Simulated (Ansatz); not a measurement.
Working through a convergence test of the k-point mesh of NaI, space group Fm-3m

With the Python package of Ansatz (0.2.0).

Typed at the interpreter:
```pycon
>>> from dataclasses import dataclass
>>> import csv
>>> import ansatz as az
>>> @dataclass
... class RunConfig:
...     xc: str = "lda"
...     filling: str = "Fixed"
...     ecut: int = 450
...
>>> settings = RunConfig()
>>> nai = (
...     az.Lattice.of((0.0, 3.2364, 3.2364), (3.2364, 0.0, 3.2364), (3.2364, 3.2364, 0.0))
...     .atom("Na", (0.0, 0.0, 0.0))
...     .atom("I", (0.5, 0.5, 0.5))
... )
>>> calc = (
...     nai.calculation()
...     .functional(settings.xc)
...     .occupations(settings.filling)
...     .basis(settings.ecut)
...     .pseudopotentials("paw")
...     .stress()
... )
>>> rows = []
>>> for value in [(2, 2, 2), (4, 4, 4), (6, 6, 6), (8, 8, 8)]:
...     r = calc.kpoints(mesh=value).run(threads=1).report
...     rows.append((value, r["free_energy_ev"] / len(r["lattice"]["sites"]), r["n_iterations"], sum(r["stress_gpa"][i][i] for i in range(3)) / 3, r["n_kpoints"]))
...
>>> with open("kconv.csv", "w", newline="") as handle:
...     writer = csv.writer(handle)
...     writer.writerow(["mesh", "F/atom (eV)", "iterations", "P (GPa)", "k-points"])
...     writer.writerows([round(v, 5) if isinstance(v, float) else v for v in row] for row in rows)
...
46
>>> # differences from the last row
>>> for row in rows[:-1]:
...     shift = 1000 * (row[1] - rows[-1][1])
...     print(f"{row[0]}: {shift:+.2f} meV/atom" + ("  (within 2 meV)" if abs(shift) < 2 else ""))
...
(2, 2, 2): +228.44 meV/atom
(4, 4, 4): +3.37 meV/atom
(6, 6, 6): +0.09 meV/atom  (within 2 meV)
```

`kconv.csv`, as written:
```csv
mesh,F/atom (eV),iterations,P (GPa),k-points
"(2, 2, 2)",-4412.25926,6,0.72952,3
"(4, 4, 4)",-4412.48433,6,-1.58022,8
"(6, 6, 6)",-4412.48761,6,-1.63719,16
"(8, 8, 8)",-4412.4877,6,-1.63928,29
```

From 6×6×6 on it stays within 2 meV an atom of the value at 8×8×8; the first row (2×2×2) is off by 228.4 meV and the last but one by 0.09 meV. The pressure moves from 0.73 to -1.64 GPa.

What to keep in mind:
- Pressure is positive in compression.
- The starting cell is as deposited in a crystallographic database; the results hold for this polymorph, which needn't be the stable one.
- Shifts are counted from the finest mesh, which is itself no proven limit.
- Hardware and time: 4.5 s on 1 thread of Arm Neoverse V1 (shared host), peak memory 0.38 GiB.
